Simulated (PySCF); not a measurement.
# NaAs+: from the state search to spectroscopic constants

One table from this session's results is given with a row withheld; the runs are named, their logs left out.

Program: PySCF 2.14.0. Level of theory: Na def2-SVP, As def2-SVP, no relativity. These are calculated values, not measurements.

The first run:

A driver script around PySCF takes these settings:

```json
{
 "atoms": "Na, As",
 "charge": "1",
 "basis": "Na def2-SVP, As def2-SVP",
 "Hamiltonian": "no relativity",
 "basis functions": "47",
 "electrons treated": "43",
 "masses in u": "22.9898, 74.9216",
 "levels": "PBE0, PBE, r²SCAN, M06-2X, revPBE, BLYP, HSE06, HF, MP2, SCS-MP2, CCSD, CCSD(T)",
 "grid": "80 radial by 434 angular points",
 "occupations": "held fixed by the projection of orbital angular momentum",
 "dissociation limit": "Na+ + As, each in its ground configuration",
 "starting distance in angstrom": "2.850",
 "values of 2S to try": "1, 3"
}
```

The run is started by

```sh
$ OMP_NUM_THREADS=1 python dia.py task.json out
```

Steps of the session up to this table: The job; PBE0 along the bond; Higher solutions at PBE0; PBE (GGA); r²SCAN (meta-GGA); M06-2X (hybrid meta-GGA); revPBE; BLYP (GGA); HSE06; UHF (mean field); MP2 and coupled cluster.

One of the session's tables, all rows but one given; the rest of the session is left out.

It belongs to the step «The curves together». Energy (eV) from each level's lowest point:

| R (Å) | UHF | UHF-MP2 | UHF-SCS-MP2 | UHF-CCSD | UHF-CCSD(T) |
| --- | --- | --- | --- | --- | --- |
| 2.755 | 0.161 | 0.150 | 0.153 | n/a | n/a |
| 2.883 | 0.079 | 0.072 | 0.074 | 0.072 | 0.071 |
| 3.011 | ? | ? | ? | ? | ? |
| 3.107 | 0.012 | 0.009 | 0.010 | 0.009 | 0.009 |
| 3.203 | 0.003 | 0.001 | 0.001 | 0.001 | 0.001 |
| 3.299 | 0.000 | 0.000 | 0.000 | 0.000 | 0.000 |
| 3.427 | 0.004 | 0.007 | 0.006 | 0.007 | 0.007 |
| 3.587 | 0.017 | 0.023 | 0.021 | 0.023 | 0.023 |
| 3.780 | 0.038 | 0.048 | 0.045 | 0.048 | 0.049 |
| 4.036 | 0.068 | 0.082 | 0.079 | n/a | n/a |

Q: Estimate the row for R (Å) = 3.011 from the others.

Worked estimate for «UHF». A straight line through the neighbours (2.883, 0.079) and (3.107, 0.012) gives 0.079 + (0.012 − 0.079) × (3.011 − 2.883) / (3.107 − 2.883) = 0.041; a parabola fitted to 4 rows on both sides gives 0.030.

**Answer.** UHF: 0.032; UHF-MP2: 0.027; UHF-SCS-MP2: 0.028; UHF-CCSD: 0.027; UHF-CCSD(T): 0.027. In «UHF» the line misses by +0.009 and the parabola by -0.002.

Limits of these values: The bond is weak, and basis-set superposition, which was not computed, may be a sizeable part of it.
